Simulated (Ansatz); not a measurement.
# CH₈Al₂Ge: one species, many methods

How much do the methods differ for CH₈Al₂Ge? The plan is to run it at one geometry with functionals of several rungs and with coupled cluster. The yardstick is the atomisation energy at the CCSD(T) limit.

Program: Ansatz 0.2.0, Gaussian basis. Level of theory: functionals in def2-TZVPP, the program's frozen cores in correlated methods. These are calculated values, not measurements.

The runs, in order: LDA (SPW92), PBE-D4, revPBE-D4, BLYP-D4, r2SCAN-D4, B97M-V, PBE0-D4, B3LYP-D4, r2SCANh-D4, r2SCAN0-D4, HSE06-D4, BHLYP-D4, CAM-B3LYP-D4, LC-ωPBE, ωB97X-V, ωB97M-V, B2PLYP, PBE-QIDH; CCSD(T)/def2-SVP; CCSD(T)/def2-TZVPP; MP2/def2-QZVPP; extrapolation to the limit; RPA on PBE.

## 1. The relaxed structure

An earlier PBE0-D4 in a triple-zeta def2 set relaxation fixed the geometry.

SMILES `[AlH2][CH]([AlH2])[GeH3]`, 12 atoms, charge 0, spin multiplicity 1.

Atoms are counted from 1 here; the program's logs count them from 0.

Bond lengths: Al1–C2 1.935 Å, Al1–H5 1.588 Å, Al1–H6 1.587 Å, C2–Al3 1.935 Å, C2–Ge4 1.965 Å, C2–H7 1.098 Å, Al3–H8 1.588 Å, Al3–H9 1.587 Å, Ge4–H10 1.544 Å, Ge4–H11 1.537 Å, Ge4–H12 1.544 Å. Angles: C2–Al1–H5 119.6°, C2–Al1–H6 119.7°, H5–Al1–H6 120.7°, Al1–C2–Al3 116.5°, Al1–C2–Ge4 108.7°, Al1–C2–H7 106.6°, Al3–C2–Ge4 108.7°, Al3–C2–H7 106.6°, Ge4–C2–H7 109.8°, C2–Al3–H8 119.6°, C2–Al3–H9 119.7°, H8–Al3–H9 120.7°, C2–Ge4–H10 111.1°, C2–Ge4–H11 109.6°, C2–Ge4–H12 111.1°, H10–Ge4–H11 108.7°, H10–Ge4–H12 107.5°, H11–Ge4–H12 108.7°.

## 2. LDA

This LDA is Slater exchange with PW92 correlation.

The input, in.yaml:

```yaml
crystal:
  periodic: [false, false, false]
  atoms:
    - {symbol: Al, position_ang: [-1.088077, 1.600441, -0.213971]}
    - {symbol: C, position_ang: [0.276370, 0.349401, 0.348508]}
    - {symbol: Al, position_ang: [-0.233342, -0.927915, 1.709294]}
    - {symbol: Ge, position_ang: [0.917289, -0.633085, -1.228399]}
    - {symbol: H, position_ang: [-2.239580, 1.115706, -1.193419]}
    - {symbol: H, position_ang: [-1.047275, 3.098064, 0.310383]}
    - {symbol: H, position_ang: [1.094066, 0.947592, 0.771195]}
    - {symbol: H, position_ang: [-1.122256, -2.182099, 1.312956]}
    - {symbol: H, position_ang: [0.237512, -0.709911, 3.209392]}
    - {symbol: H, position_ang: [1.432450, 0.334160, -2.315628]}
    - {symbol: H, position_ang: [-0.230798, -1.468871, -1.815991]}
    - {symbol: H, position_ang: [2.080442, -1.578883, -0.860319]}
basis:
  gaussian: {orbitals: def2-TZVPP}
hamiltonian: {xc: lda}
output: {orbitals: {seedname: orbitals}}
```

Launch:

```console
> ansatz run in.yaml --threads 4 --pin off --events-out ev --progress --plain --max-ram 10444MiB
```

Further steps of the session: PBE-D4 (GGA); revPBE-D4 (GGA); BLYP-D4 (GGA); r2SCAN-D4 (meta-GGA); B97M-V (meta-GGA); B3LYP-D4 (hybrid); r2SCANh-D4 (hybrid); r2SCAN0-D4 (hybrid); HSE06-D4 (hybrid); BHLYP-D4 (hybrid); CAM-B3LYP-D4 (range-separated); LC-ωPBE (range-separated); ωB97X-V (range-separated); ωB97M-V (range-separated); B2PLYP (double hybrid); PBE-QIDH (double hybrid); CCSD(T) in def2-SVP; CCSD(T) in def2-TZVPP; MP2 in def2-QZVPP; RPA on PBE orbitals.

Q: Predict the results of all the runs planned. Wanted: atomisation energy, CCSD(T)/CBS; farthest beyond LDA; mean size of error, GGA; mean size of error, meta-GGA; mean size of error, hybrid; mean size of error, range-separated; mean size of error, double hybrid; gap, smallest and largest; T1 diagnostic.

As calculated:

| quantity | value |
| --- | --- |
| atomisation energy, CCSD(T)/CBS | 3403.6 kJ/mol |
| functionals within 34.0 kJ/mol (1.0 %) | r2SCAN-D4, r2SCANh-D4, r2SCAN0-D4, CAM-B3LYP-D4, ωB97X-V, ωB97M-V |
| farthest beyond LDA | revPBE-D4 (-115.8 kJ/mol) |
| mean size of error, GGA | 89.2 kJ/mol |
| mean size of error, meta-GGA | 33.6 kJ/mol |
| mean size of error, hybrid | 47.7 kJ/mol |
| mean size of error, range-separated | 24.2 kJ/mol |
| mean size of error, double hybrid | 62.5 kJ/mol |
| gap, smallest and largest | 3.77 eV (LDA (SPW92)), 10.46 eV (LC-ωPBE) |
| T1 diagnostic | 0.0115 |
| triples share of the correlation energy | 3.5 % |

LDA overbinds by 331.7 kJ/mol (10 %). PBE-D4 misses by -64.5 kJ/mol. Double hybrids carry the basis error of their MP2 part in triple zeta, and no dispersion term here, so their miss is partly the set-up's. The rungs range-separated, meta-GGA miss on average by less than the doubt on the reference (34.0 kJ/mol), so they tie. The reference freezes the cores and leaves out relativity and excitations past (T), and its outer-core shells are covered unevenly, so misses under about 34.0 kJ/mol can't be ranked. Hartree-Fock recovers 75 % of the binding; the rest is correlation. CCSD(T) in def2-SVP is off by -187.4 kJ/mol, so the small basis spoils what the method gains. The gap grows from 3.8 to 10.5 eV across the functionals, mostly with the share of exact exchange. Correlated methods include outer-core shells of Ge, which these sets cover unevenly.
